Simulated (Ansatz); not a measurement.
# C2H4INSi: up Jacob's ladder to CCSD(T)

An exercise on one series of results from a longer session: the logs are not shown, and one member is left open.

The runs use Ansatz 0.2.0, Gaussian basis; functionals in def2-TZVPP, the program's frozen cores in correlated methods.

Levels to be run: PBE-D4, r2SCAN-D4, PBE0-D4, B3LYP-D4, ωB97X-V, ωB97M-V, B2PLYP; CCSD(T)/def2-TZVPP; MP2/def2-QZVPP; extrapolation to the limit.

### The relaxed structure

All runs share one geometry, relaxed beforehand with PBE0-D4 in a triple-zeta def2 set. I takes the def2 core potential; no spin-orbit term is included.

SMILES `C=C1N[SiH]1I`, 9 atoms, charge 0, spin multiplicity 1.

Atoms are counted from 1 here; the program's logs count them from 0.

Bond lengths: C1–C2 1.324 Å, C1–H6 1.086 Å, C1–H7 1.081 Å, C2–N3 1.407 Å, C2–Si4 1.805 Å, N3–Si4 1.698 Å, N3–H8 1.008 Å, Si4–I5 2.419 Å, Si4–H9 1.475 Å. Angles: C2–C1–H6 121.7°, C2–C1–H7 120.2°, H6–C1–H7 118.1°, C1–C2–N3 136.9°, C1–C2–Si4 160.2°, N3–C2–Si4 62.4°, C2–N3–Si4 70.4°, C2–N3–H8 128.0°, Si4–N3–H8 151.3°, C2–Si4–N3 47.2°, C2–Si4–I5 121.0°, C2–Si4–H9 127.2°, N3–Si4–I5 121.3°, N3–Si4–H9 118.6°, I5–Si4–H9 108.7°.

The first run:

The input, in.yaml:

```yaml
crystal:
  periodic: [false, false, false]
  atoms:
    - {symbol: C, position_ang: [0.890625, 1.085884, -1.048527]}
    - {symbol: C, position_ang: [0.355447, 0.187391, -0.236381]}
    - {symbol: N, position_ang: [-0.165269, -1.114705, -0.345111]}
    - {symbol: Si, position_ang: [-0.409877, -0.532619, 1.231519]}
    - {symbol: I, position_ang: [-2.594633, 0.190305, 1.977612]}
    - {symbol: H, position_ang: [1.025302, 0.889579, -2.107645]}
    - {symbol: H, position_ang: [1.208956, 2.045081, -0.664467]}
    - {symbol: H, position_ang: [-0.492483, -1.584386, -1.174236]}
    - {symbol: H, position_ang: [0.270433, -1.212731, 2.350037]}
basis:
  gaussian: {orbitals: def2-TZVPP}
hamiltonian: {xc: pbe, dispersion: d4}
output: {forces: true, orbitals: {seedname: orbitals}}
```

Launch:

```
> ansatz run in.yaml --threads 4 --pin off --events-out ev --progress --plain --max-ram 10444MiB
```

Steps of the session up to this table: PBE-D4 (GGA); r2SCAN-D4 (meta-GGA); PBE0-D4 (hybrid); B3LYP-D4 (hybrid); ωB97X-V (range-separated); ωB97M-V (range-separated); B2PLYP (double hybrid); CCSD(T) in def2-TZVPP; MP2 in def2-QZVPP.

One of the session's tables, all rows but one given; the rest of the session is left out.

```
            method  atomisation energy (kJ/mol)
            PBE-D4                       3393.1
         r2SCAN-D4                       3293.1
           PBE0-D4                       3310.4
          B3LYP-D4                       3278.5
           ωB97X-V                       3287.3
           ωB97M-V                            ?
            B2PLYP                       3236.6
     HF/def2-TZVPP                       2240.7
    MP2/def2-TZVPP                       3248.0
   CCSD/def2-TZVPP                       3088.6
CCSD(T)/def2-TZVPP                       3160.4
           MP2/CBS                       3363.7
       CCSD(T)/CBS                       3276.1
```

Q: Estimate the row for ωB97M-V from the others.

As computed: atomisation energy (kJ/mol): 3282.3. In the column «atomisation energy (kJ/mol)» it lies between B3LYP-D4 (3278.5) and ωB97X-V (3287.3).

Caveats from the session: Free atoms (2 C, 1 N, 1 Si, 1 I, 4 H) were run apart at each level; the atomisation energy is their sum less the molecule, without zero-point or spin-orbit terms.
